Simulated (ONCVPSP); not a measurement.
# Pseudopotential generation for N: ONCV, LDA (Perdew-Wang 92)

Do these settings give a usable potential? It is generated, then checked for transferability, scattering, ghosts and hardness.

The numbers are computed with ONCVPSP 4.0.1.1 (patched build) (LDA (Perdew-Wang 92), scalar-relativistic, spin-unpolarised reference atom).

## (1) The atom and the settings

The settings as typed:

```
element                 : nitrogen (N, Z = 7)
type                    : optimised norm-conserving Vanderbilt (ONCV)
frozen core             : [He]
valence charge          : 5
reference configuration : 2s2 2p3
partial waves           : 2s: rc 0.90 bohr, ncon 5, nbas 9, qcut 5.8 1/bohr, 1 projector; 2p: rc 2.30 bohr, ncon 4, nbas 8, qcut 4.8 1/bohr, 3 projectors, debl 2.3 Ha; d scattering state at 0.1 Ha: rc 2.35 bohr, ncon 4, nbas 8, qcut 3.8 1/bohr, 1 projector
local potential         : polynomial inside 0.90 bohr (lpopt 5, dvloc0 4 Ha)
core correction         : Teter function, fcfact 2.75, rcfact 1.5
```

An earlier all-electron run gives the scale for the radii.

All-electron outer shells of the reference configuration (LDA (PZ), scalar-relativistic, ld1.x):

```
shell  level (eV)  outermost node (bohr)  outermost maximum (bohr)
   1s     -381.53                      –                      0.15
   2s      -18.42                   0.32                      1.02
   2p       -7.24                      –                      0.97
```

## (2) Generating the potential

Input file N.dat:

```
# ATOM AND REFERENCE CONFIGURATION
# atsym  z   nc   nv     iexc    psfile
  N 7.00    1    2  -001012      upf
#
#   n    l    f
    1    0    2.00
    2    0    2.00
    2    1    3.00
#
# PSEUDOPOTENTIAL AND OPTIMIZATION
# lmax
    2
#
#   l,   rc,      ep,       ncon, nbas, qcut
    0    0.90    0.00    5    9    5.80
    1    2.30    0.00    4    8    4.80
    2    2.35    0.10    4    8    3.80
#
# LOCAL POTENTIAL
# lloc, lpopt,  rc(5),   dvloc0
    4    5    0.90    4.00
#
# VANDERBILT-KLEINMAN-BYLANDER PROJECTORs
# l, nproj, debl
    0    1    3.40
    1    3    2.30
    2    1    2.60
#
# MODEL CORE CHARGE
# icmod, fcfact, rcfact
    3    2.75    1.50
#
# LOG DERIVATIVE ANALYSIS
# epsh1, epsh2, depsh
   -2.00    5.00    0.02
#
# OUTPUT GRID
# rlmax, drl
    6.00    0.01
#
# TEST CONFIGURATIONS
# ncnf
    4
# nvcnf
#   n    l    f
    2
    2    0    2.00
    2    1    2.00
#
    2
    2    0    2.00
    2    1    1.00
#
    2
    2    0    2.00
    2    1    0.00
#
    2
    2    0    1.00
    2    1    0.00
#
```

Started as:

```console
$ oncvpsp.x < N.dat > N.out
```

**Question.** What will these runs give? Wanted: cutoffs for 1 and 0.1 mHa per electron, occupied waves; bound ghosts; GHOST(+) flags; largest test error; largest phase difference near zero energy, channels read; rms error of d²Exc/dn², without and with the model core.

The runs gave:

```
                                                quantity                                     value
  cutoffs for 1 and 0.1 mHa per electron, occupied waves                         103 Ha and 243 Ha
                                            bound ghosts                                none found
                                          GHOST(+) flags                        none at low energy
                            largest test error (AE − PS)  +4027 meV, for 2s2 2p0 (1 test unsolved)
largest phase difference near zero energy, channels read                                 0.002 rad
 rms error of d²Exc/dn², without and with the model core                         1.78 and 0.41 mHa
```

In words: The worst unpolarised test, 2s2 2p0, is off by 4027 meV on 89.9 eV; by total energies transferability rates as poor. That test lies far up in energy; among those under 40 eV, nearer to bonding, the largest error is 168 meV. Of the tests 1 gave no usable energy difference, which is a warning in itself. The potential is very hard: the looser tolerance needs 103 Ha. At the looser tolerance the 2s wave is the slowest; 2p needs 10 Ha. The program's ghost test flags no bound state. Near zero energy the phases of the channels with partial waves agree within 0.002 rad. These are tests on the free atom; a crystal test is still owed.
